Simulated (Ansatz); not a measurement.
I need a calculation of the elastic constants of CdS, space group P6_3mc. Use Ansatz 0.2.0 through its Python package. Use (first run): PBE, PAW, cutoff 470 eV, 6×6×4 k-points, fixed occupations.

```
Cd S
1.0
     4.15000    0.00000    0.00000
    -2.07500    3.59401    0.00000
     0.00000    0.00000    6.73700
Cd S
2 2
Direct
  0.33333 0.66667 0.00000
  0.66667 0.33333 0.50000
  0.33333 0.66667 0.37500
  0.66667 0.33333 0.87500
```

`elastic_cds.py`
```python
"""Elastic constants of CdS."""

from dataclasses import replace
import warnings

import ansatz
from ase import Atoms
import numpy as np

warnings.simplefilter("ignore", ansatz.DeckWarning)

atoms = Atoms(
    ["Cd", "Cd", "S", "S"],
    scaled_positions=[
        (1 / 3, 2 / 3, 0.0),
        (2 / 3, 1 / 3, 0.5),
        (1 / 3, 2 / 3, 0.375),
        (2 / 3, 1 / 3, 0.875),
    ],
    cell=[
        (4.15, 0.0, 0.0),
        (-2.075, 3.59401, 0.0),
        (0.0, 0.0, 6.737),
    ],
    pbc=True,
)
cell = ansatz.Crystal.from_ase(atoms)

setup = (
    cell.calculation()
    .basis(470)  # a bare number is in eV
    .occupations(ansatz.OccupationsMethod.FIXED)  # whole-number filling, right only where there is a gap
    .kpoints(6, 6, 4)
)
# relax, then strain
rest = setup.relax(cell=True).run().lattice
relaxed = ansatz.Crystal(lattice=ansatz.Lattice.of(rest.cell_ang))
for site in rest.sites:
    relaxed = relaxed.atom(site.symbol, site.position_frac)
setup = replace(setup, crystal=relaxed)
print("relaxed volume {:.3f} A^3".format(abs(np.linalg.det(rest.cell_ang))))
res = setup.elastic("clamped_ion", amplitude=0.005).run()
elastic = res.elastic

C = np.asarray(elastic.c_gpa)
for i in range(6):
    for j in range(i, 6):
        if abs(C[i, j]) > 0.05:
            print(f"C{i + 1}{j + 1} = {C[i, j]:.1f} GPa")
print("smallest eigenvalue of C:", round(elastic.stability.min_eigenvalue_gpa, 1), "GPa; tensor positive definite:", elastic.stability.min_eigenvalue_gpa > 0)
# averaged moduli need a positive definite tensor
if elastic.stability.min_eigenvalue_gpa > 0:
    m = elastic.moduli
    print(f"K = {m.k_hill_gpa:.1f}, G = {m.g_hill_gpa:.1f}, E = {m.youngs_gpa:.1f} GPa, Poisson ratio {m.poisson:.3f}, K/G = {m.k_hill_gpa / m.g_hill_gpa:.2f}")
```

```console
$ python elastic_cds.py
relaxed volume 104.138 A^3
C11 = 103.4 GPa
C12 = 33.4 GPa
C13 = 23.2 GPa
C22 = 103.4 GPa
C23 = 23.2 GPa
C33 = 113.2 GPa
C44 = 22.1 GPa
C55 = 22.1 GPa
C66 = 35.0 GPa
smallest eigenvalue of C: 22.1 GPa; tensor positive definite: True
K = 53.3, G = 30.6, E = 77.1 GPa, Poisson ratio 0.259, K/G = 1.74
```

The Fermi level of a run with fixed occupations marks the highest occupied state on its mesh, not mid-gap. A positive definite tensor excludes instabilities under uniform strain alone; phonons elsewhere in the zone can still be imaginary. No functional is typed, so the default, PBE, holds. These are clamped-ion constants: where atoms have free coordinates under strain, the relaxed-ion ones can be far smaller or negative, so this tensor doesn't settle whether the crystal is stable. The structure is a deposited one; some such entries were measured under pressure or heat, so a shift against it needn't be the functional's error alone. The constants belong to the cell that was strained; where it wasn't relaxed first it may be under stress. The whole script took 2.1 min on 1 thread of AMD EPYC 7R32 (Zen 2), with other jobs on the host, peak memory 0.55 GiB.

(A comment or docstring line of the script was reworded after the run, the code is as it ran.)
